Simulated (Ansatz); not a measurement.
# Pr (P6_3/mmc) in Ansatz: single point with PBE

Aim: the single point of Pr with PBE.

Everything below comes from runs of Ansatz 0.2.0. Logs are shortened: lines on timing, memory, paths and dates and some standing lists are left out, and cuts for length are marked.

## Step 1: The crystal as given

It takes space group P6_3/mmc (No. 194, hexagonal). The conventional cell has a = 3.673 Å, b = 3.673 Å, c = 11.835 Å, α = 90.00°, β = 90.00°, γ = 120.00°. Pr (site symmetry -6m2) is surrounded by 12 Pr at 3.64 to 3.67 Å. Pr (site symmetry -3m) is surrounded by 12 Pr at 3.64 to 3.67 Å.

## Step 2: Single point, PBE

File input.yaml:

```yaml
crystal:
  lattice:
    - [3.6725, 0.0, 0.0]
    - [-1.83625, 3.1804782954, 0.0]
    - [0.0, 0.0, 11.8354]
  atoms:
    - { symbol: Pr, position: [0.6666666667, 0.3333333333, 0.25] }
    - { symbol: Pr, position: [0.3333333333, 0.6666666667, 0.75] }
    - { symbol: Pr, position: [0.0, 0.0, 0.5] }
    - { symbol: Pr, position: [0.0, 0.0, 0.0] }
hamiltonian:
  xc: pbe
  pseudopotentials: { kind: paw }
kpoints:
  mp_grid: { grid: [8, 8, 3] }
scf:
  occupations: { method: fermi_dirac, width: 0.05 }
output:
  forces: true
  stress: true
  eigenvalues: true
```

Potentials or basis: Ansatz PAW.

Launch:

```bash
$ ansatz run input.yaml --threads 2 --pin off --max-ram 5632MiB --backend cpu --events-out ev --progress --plain --runs-dir out
```

Log:

```text
Warning: RAYON_NUM_THREADS=2 ignored (pool sized by the plan → 2); use --threads N
band count auto-derived: 59 (N_el = 52.0; filled up to band 26; 32 by the electrons, moments and atoms)
Engine: ansatz 0.2.0, aarch64-unknown-linux-gnu
Pseudopotentials: kind: paw
Pseudopotential: Pr, paw, valence charge 13, recommended cutoff 420 eV (normal), Pr.paw.azcp
Functional definition: PBE
  parameter kappa = 0.804
  parameter beta = 0.06672455060314922
  exchange = pbe_x(kappa = kappa, mu = beta*pi^2/3)
  correlation = pbe_c(beta = beta)
Crystal: 4 atoms, lattice volume = 138.241 Å³
Basis set: ecut = 420 eV, 2715 PW (Γ), exchange–correlation on 50×50×160 points (8 copies of the dense FFT grid, shifted against one another)
Bands: 59, of which v1, the nominal top of the filled ones, is band 26 counted from 1 (25 counted from 0)
Symmetry: 24 space group operations
Space group: P63/mmc (ITA 194), of the structure as read, at distance tolerance 5.2e-5 Å
k-points: 20 of 192
Non-local potential: Pr, projectors of the file, l = 0: 3, l = 1: 2, l = 2: 2, l = 3: 3
PAW form: soft (Blöchl's): semilocal exchange-correlation on the pseudo side does not see the compensation charge
PAW one-centre angular grid: Pr, 590 points (default); XC on 64 Gauss nodes
Initial density: superposition of atomic densities (neutral atoms: chi_scale 0, normalization atom), corrected by the library's trained network
Initial wavefunctions: pseudopotential atomic-orbital guess
Functional: x = pbe(κ = 0.804, μ = 0.2195149727645171), c = pbe(β = 0.06672455060314922)
SCF iter   1: F=—  HF=-27735.333060 eV  |F-HF|=—  |Δ(HF+E_count)|=         —  Δρ=1.85e-2  dr2=4.01e-1  ethr=1.77e-3  ⟨swp⟩=5.1  Hψ=4498  notcnv=0  defer=3
preconditioner: auto → Kerker (q_TF=auto, 2.318 Å⁻¹)  [metal: Δε(μ)=0.008 eV  Ē_g=10.986 eV  σ=0.050 eV  W_gap=0.04  n_scr=38 (ndim 8)  ℏωp=20.9 eV  f_vac=0.000  D(μ)=45.68/eV (n_scr^D=1090)]
SCF iter   2: F=—  HF=-27735.351611 eV  |F-HF|=—  |Δ(HF+E_count)|=   1.86e-2  Δρ=1.03e-2  dr2=1.08e-1  ethr=7.71e-4  ⟨swp⟩=1.6  Hψ=1392  notcnv=0  defer=6
SCF iter   3: F=—  HF=-27735.410548 eV  |F-HF|=—  |Δ(HF+E_count)|=   5.89e-2  Δρ=1.51e-2  dr2=1.13e-1  ethr=2.08e-4  ⟨swp⟩=2.0  Hψ=1305  notcnv=0  defer=15
SCF iter   4: F=—  HF=-27735.373469 eV  |F-HF|=—  |Δ(HF+E_count)|=   3.71e-2  Δρ=2.76e-3  dr2=6.78e-3  ethr=2.08e-4  ⟨swp⟩=1.9  Hψ=1244  notcnv=0  defer=15
SCF iter   5: F=—  HF=-27735.374320 eV  |F-HF|=—  |Δ(HF+E_count)|=   8.51e-4  Δρ=1.30e-3  dr2=8.99e-4  ethr=1.30e-5  ⟨swp⟩=1.0  Hψ=1143  notcnv=0  defer=15
SCF iter   6: F=—  HF=-27735.374136 eV  |F-HF|=—  |Δ(HF+E_count)|=   1.84e-4  Δρ=4.59e-4  dr2=1.12e-4  ethr=1.73e-6  ⟨swp⟩=1.0  Hψ=1143  notcnv=0  defer=15
SCF iter   7: F=—  HF=-27735.374132 eV  |F-HF|=—  |Δ(HF+E_count)|=   3.94e-6  Δρ=1.49e-4  dr2=2.41e-5  ethr=2.16e-7  ⟨swp⟩=1.0  Hψ=1143  notcnv=0  defer=15
SCF iter   8: F=—  HF=-27735.374148 eV  |F-HF|=—  |Δ(HF+E_count)|=   1.53e-5  Δρ=3.17e-5  dr2=1.24e-6  ethr=4.63e-8  ⟨swp⟩=1.0  Hψ=1151  notcnv=0  defer=19
SCF iter   9: F=—  HF=-27735.374148 eV  |F-HF|=—  |Δ(HF+E_count)|=   1.44e-7  Δρ=1.33e-5  dr2=3.42e-7  ethr=2.38e-9  ⟨swp⟩=1.0  Hψ=1143  notcnv=0  defer=19
SCF iter  10: F=-27735.374148 eV  HF=-27735.374148 eV  |F-HF|=1.10e-8  |Δ(HF+E_count)|=   6.07e-9  Δρ=3.59e-6  dr2=1.60e-8  ethr=1.92e-10  ⟨swp⟩=8.2  Hψ=3207  notcnv=0
SCF 1 converged in 10 iterations: F = -27735.374148 eV  dr2 = 1.60e-8
SCF converged after 10 iterations
Free energy (F): -27735.374148 eV
Harris-Foulkes:  -27735.374148 eV  (|F-HF|=1.10e-8)
Internal energy: -27734.993465 eV  (E = F + TS)
E sigma→0 (E₀):  -27735.183806 eV
Entropy (-TS):   -0.380683 eV (-95.171 meV/atom)
Fermi energy:    11.861351 eV
--- Per-component energies (eV) ---
  E_band       = -108.074146
  E_kinetic    = 1375.396312
  E_local      = -2402.450798  (includes V_loc(G=0)·N_el)
  E_nonlocal   = 239.635399
  E_hartree    = 827.707682
  E_xc         = -893.621457
  E_vxc        = -980.352360  (∫ρ·V_xc dr)
  E_paw        = -22566.185836  (= ΣΔE_a)
  E_vpaw       = 4.276192  (= ΣTr[D̂ρ^β])
  E_aug_tail   = -0.000000  (compensation charges beyond the density's cutoff)
  E_ewald      = -4315.474767
  E_smearing   = -0.380683  (= −TS)
  E_closure    = 0.000000  (closes the sum)
  Σ components = -27735.374148   (vs F -27735.374148, Δ=0.00e0)
--- Forces (eV/Å), atoms counted from 1 ---
  atom   1  Pr     0.00000000     0.00000000     0.00000000
  atom   2  Pr     0.00000000     0.00000000     0.00000000
  atom   3  Pr    -0.00000000    -0.00000000     0.00000000
  atom   4  Pr    -0.00000000    -0.00000000    -0.00000000
  max |Σ_I F_I| component: 9.25e-18 eV/Å
--- Stress (GPa, compression-positive) ---
       -6.717917       0.000000       0.000000
        0.000000      -6.717917       0.000000
        0.000000       0.000000      -6.495519
  P = ⅓ Tr σ = -6.6438 GPa (-66.438 kbar)
--- Band table (eV; the first three rows and the last of 20) ---
  k-point 0: bands = ["-24.0431", "-23.9633", "-23.9550", "-23.8730", "-6.6568", "-6.0599", "-6.0460", "-5.5786", "-5.5786", "-5.4989", "-5.4989", "-5.4885", "-5.4885", "-5.4069", "-5.4069", "-5.3743", "8.4502", "9.8568", "9.8845", "10.2227", "11.5964", "11.6523", "11.7154", "11.7440", "11.7690", "11.8563", "11.9340", "11.9340", "11.9356", "11.9565", "11.9565", "12.0016", "12.0016", "12.0203", "12.0203", "12.0576", "12.1044", "12.1044", "12.1522", "12.1522", "12.2721", "12.2721", "12.3426", "12.3426", "12.3439", "12.3465", "12.3606", "12.3632", "13.3189", "13.3285", "13.4486", "13.4486", "13.5417", "13.5417", "13.8042", "14.0444", "14.0444", "14.2120", "14.2120"]
  k-point 1: bands = ["-24.0320", "-24.0015", "-23.9162", "-23.8847", "-6.5794", "-6.3627", "-5.7247", "-5.5674", "-5.5674", "-5.5366", "-5.5366", "-5.4706", "-5.4503", "-5.4503", "-5.4186", "-5.4186", "8.6637", "9.2254", "10.2075", "10.2404", "11.6267", "11.6424", "11.6926", "11.7441", "11.8640", "11.8723", "11.9404", "11.9404", "11.9480", "11.9533", "11.9533", "11.9945", "11.9945", "12.0059", "12.0059", "12.0302", "12.1405", "12.1405", "12.1764", "12.1764", "12.2530", "12.2530", "12.3002", "12.3002", "12.3445", "12.3458", "12.3613", "12.3626", "13.4372", "13.5561", "13.5561", "13.6223", "13.6491", "13.6491", "13.6830", "13.9079", "13.9079", "14.0402", "14.0402"]
  k-point 2: bands = ["-24.0228", "-23.9485", "-23.9401", "-23.8639", "-6.5978", "-6.0836", "-6.0733", "-5.7185", "-5.6239", "-5.6051", "-5.5848", "-5.5463", "-5.5314", "-5.5210", "-5.4259", "-5.3986", "8.8555", "10.2058", "10.2335", "10.5823", "11.5095", "11.6061", "11.6666", "11.6732", "11.7372", "11.8174", "11.9153", "11.9417", "11.9497", "11.9529", "11.9717", "11.9938", "12.0174", "12.0353", "12.0469", "12.0877", "12.0902", "12.1114", "12.1291", "12.1503", "12.2490", "12.2504", "12.2597", "12.2690", "12.2852", "12.2908", "12.2959", "12.3506", "12.9615", "13.1224", "13.2235", "13.2489", "13.5438", "13.8785", "13.8811", "14.0694", "14.1825", "14.4250", "14.4847"]
  k-point 19: bands = ["-23.8567", "-23.8529", "-23.8387", "-23.8350", "-6.4376", "-6.4156", "-6.3338", "-6.3152", "-6.1306", "-6.1043", "-6.0360", "-5.9402", "-5.8108", "-5.7207", "-5.6613", "-5.6330", "10.8419", "10.9250", "11.3522", "11.3525", "11.5912", "11.6152", "11.6644", "11.7353", "11.8536", "11.9180", "11.9637", "11.9653", "11.9734", "11.9819", "12.0184", "12.0203", "12.0334", "12.0431", "12.0541", "12.0788", "12.1085", "12.1178", "12.1324", "12.1518", "12.1744", "12.1764", "12.1898", "12.1904", "12.2588", "12.2679", "12.2882", "12.3078", "12.3479", "12.4982", "12.6077", "12.7006", "13.3056", "13.4121", "13.4689", "13.8299", "14.7126", "14.9323", "15.8138"]
```

Run time: 4 s. Hardware: 2 threads of Arm Neoverse V2, shared host; peak memory 0.47 GiB.

What came out:

- Free energy: -27735.3741 eV
- Pressure: -6.6 GPa
- Band gap on the k mesh: none (metal or under the smearing width)

Levels at points of the mesh, in eV from the Fermi level:
```csv
k point,band 23,band 24,band 25,band 26,band 27,band 28,band 29,band 30
"(0.00, 0.00, 0.00)",-0.15,-0.12,-0.09,-0.01,0.07,0.07,0.07,0.10
"(0.00, -0.50, 0.00)",-0.27,-0.10,-0.03,-0.03,0.13,0.14,0.15,0.18
```

The run has no spin-orbit coupling, so splittings on Pr are missing. Spin polarisation is off, so any magnetic state and its effect on volume and gap are missing.
